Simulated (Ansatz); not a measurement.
# ZnHBr: ionisation energy by level of theory

An exercise on one series of results from a longer session: the logs are not shown, and one member is left open.

Program: Ansatz 0.2.0, Gaussian basis. Level of theory: unrestricted cation, the program's frozen cores in correlated methods. These are calculated values, not measurements.

Plan: UKS PBE-D4/def2-TZVPP; UKS r2SCAN-D4/def2-TZVPP; UKS PBE0-D4/def2-TZVPP; then −ε(HOMO) from the neutral's earlier runs with LDA (SPW92), PBE-D4, revPBE-D4, BLYP-D4, r2SCAN-D4, B97M-V, PBE0-D4, B3LYP-D4, r2SCANh-D4, r2SCAN0-D4, HSE06-D4, BHLYP-D4, CAM-B3LYP-D4, LC-ωPBE, ωB97X-V, ωB97M-V.

## Structure used throughout

All runs share one geometry, relaxed beforehand with PBE0-D4 in a triple-zeta def2 set.

SMILES `[ZnH][Br]`, 3 atoms, charge 0, spin multiplicity 1.

Atoms are counted from 1 here; the program's logs count them from 0.

Bond lengths: Zn1–Br2 2.242 Å, Zn1–H3 1.524 Å. Angles: Br2–Zn1–H3 180.0°.

The first run:

The input, in.yaml:

```yaml
crystal:
  periodic: [false, false, false]
  atoms:
    - {symbol: Zn, position_ang: [-0.193831, -0.111347, -0.118164]}
    - {symbol: Br, position_ang: [1.589439, 0.729856, 0.948465]}
    - {symbol: H, position_ang: [-1.406508, -0.683309, -0.843501]}
basis:
  gaussian: {orbitals: def2-TZVPP}
total_charge: 1
magnetization: {spin_polarized: true, initial_magnetization: 1}
hamiltonian: {xc: pbe, dispersion: d4}
```

Started as:

```
ansatz run in.yaml --threads 2 --pin off --events-out ev --progress --plain --max-ram 32768MiB --backend cpu
```

Steps of the session up to this table: Cation, UKS PBE-D4/def2-TZVPP; Cation, UKS r2SCAN-D4/def2-TZVPP; Cation, UKS PBE0-D4/def2-TZVPP.

One table of the session follows, with a row left open; its other results are not shown here.

It belongs to the step «Ionisation energies side by side». For comparison, −ε(HOMO) of the neutral from earlier runs:

| functional | −ε(HOMO) (eV) |
| --- | --- |
| LDA (SPW92) | 7.29 |
| PBE-D4 | 7.12 |
| revPBE-D4 | 7.07 |
| BLYP-D4 | 6.95 |
| r2SCAN-D4 | 7.44 |
| B97M-V | 7.48 |
| PBE0-D4 | 8.36 |
| B3LYP-D4 | 8.10 |
| r2SCANh-D4 | ? |
| r2SCAN0-D4 | 8.57 |
| HSE06-D4 | 7.96 |
| BHLYP-D4 | 9.44 |
| CAM-B3LYP-D4 | 9.68 |
| LC-ωPBE | 11.09 |
| ωB97X-V | 10.72 |
| ωB97M-V | 10.58 |

Q: Estimate the row for r2SCANh-D4 from the others.

Worked estimate for «−ε(HOMO) (eV)». Against the share of exact exchange, r2SCAN-D4 (0, 7.44), r2SCAN0-D4 (0.25, 8.57) give a slope of 4.52 per unit share; at 0.1 the line stands at 7.89.

The run gave: −ε(HOMO) (eV): 7.89. In «−ε(HOMO) (eV)» the line misses by 0.00.
